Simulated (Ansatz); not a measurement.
# C2H8BNSi: the cost of one run

The runs use Ansatz 0.2.0, Gaussian basis; the settings change from run to run.

## (1) The molecule

The structure was relaxed beforehand with PBE0-D4 in a triple-zeta def2 set.

SMILES `BN([SiH3])C=C`, 13 atoms, charge 0, spin multiplicity 1.

Atoms are counted from 1 here; the program's logs count them from 0.

Bond lengths: B1–N2 1.408 Å, B1–H6 1.197 Å, B1–H7 1.194 Å, N2–Si3 1.765 Å, N2–C4 1.404 Å, Si3–H8 1.485 Å, Si3–H9 1.478 Å, Si3–H10 1.485 Å, C4–C5 1.329 Å, C4–H11 1.086 Å, C5–H12 1.084 Å, C5–H13 1.081 Å. Angles: N2–B1–H6 118.8°, N2–B1–H7 119.4°, H6–B1–H7 121.8°, B1–N2–Si3 121.0°, B1–N2–C4 120.1°, Si3–N2–C4 118.9°, N2–Si3–H8 109.8°, N2–Si3–H9 107.3°, N2–Si3–H10 109.8°, H8–Si3–H9 110.7°, H8–Si3–H10 108.6°, H9–Si3–H10 110.7°, N2–C4–C5 126.1°, N2–C4–H11 113.4°, C5–C4–H11 120.5°, C4–C5–H12 123.2°, C4–C5–H13 119.8°, H12–C5–H13 117.0°.

## (2) rPW86-PBE/cc-pVTZ-DK

Set apart from the defaults: charge -1, multiplicity 2, coordinates scaled by 1.05, density fitting with cc-pVTZ-jkfit, finite nuclei, D3(BJ) with three-body dispersion, relativity set to none.

in.yaml

```yaml
crystal:
  periodic: [false, false, false]
  atoms:
    - {symbol: B, position_ang: [-1.760269, 0.889624, 0.509905]}
    - {symbol: N, position_ang: [-0.478202, 0.246771, 0.152757]}
    - {symbol: Si, position_ang: [0.969877, 0.300830, 1.308605]}
    - {symbol: C, position_ang: [-0.335170, -0.450721, -1.137760]}
    - {symbol: C, position_ang: [0.811565, -1.097321, -1.600206]}
    - {symbol: H, position_ang: [-2.715900, 0.827999, -0.304786]}
    - {symbol: H, position_ang: [-1.867313, 1.479505, 1.611457]}
    - {symbol: H, position_ang: [1.394169, -1.150137, 1.690272]}
    - {symbol: H, position_ang: [0.526900, 1.090970, 2.568077]}
    - {symbol: H, position_ang: [2.173979, 1.005292, 0.612290]}
    - {symbol: H, position_ang: [-1.281495, -0.426021, -1.773237]}
    - {symbol: H, position_ang: [1.780700, -1.150535, -1.005054]}
    - {symbol: H, position_ang: [0.802685, -1.602796, -2.616780]}
basis:
  gaussian: {orbitals: cc-pVTZ-DK, fitting: {mean_field: cc-pVTZ-jkfit}, nuclear_model: gaussian}
total_charge: -1
magnetization: {spin_polarized: true, initial_magnetization: 1}
hamiltonian: {xc: {name: rPW86-PBE}, dispersion: d3bjatm, pseudopotentials: {relativity: none}}
output: {forces: true}
```

Command:

```sh
ansatz run in.yaml --threads 2 --pin off --events-out ev --progress --plain --max-ram 22528MiB --backend cpu
```

Q: Estimate wall time and peak memory on 2 threads of AMD EPYC 7R13, shared host.

About 22 s, with a peak of 0.77 GiB.
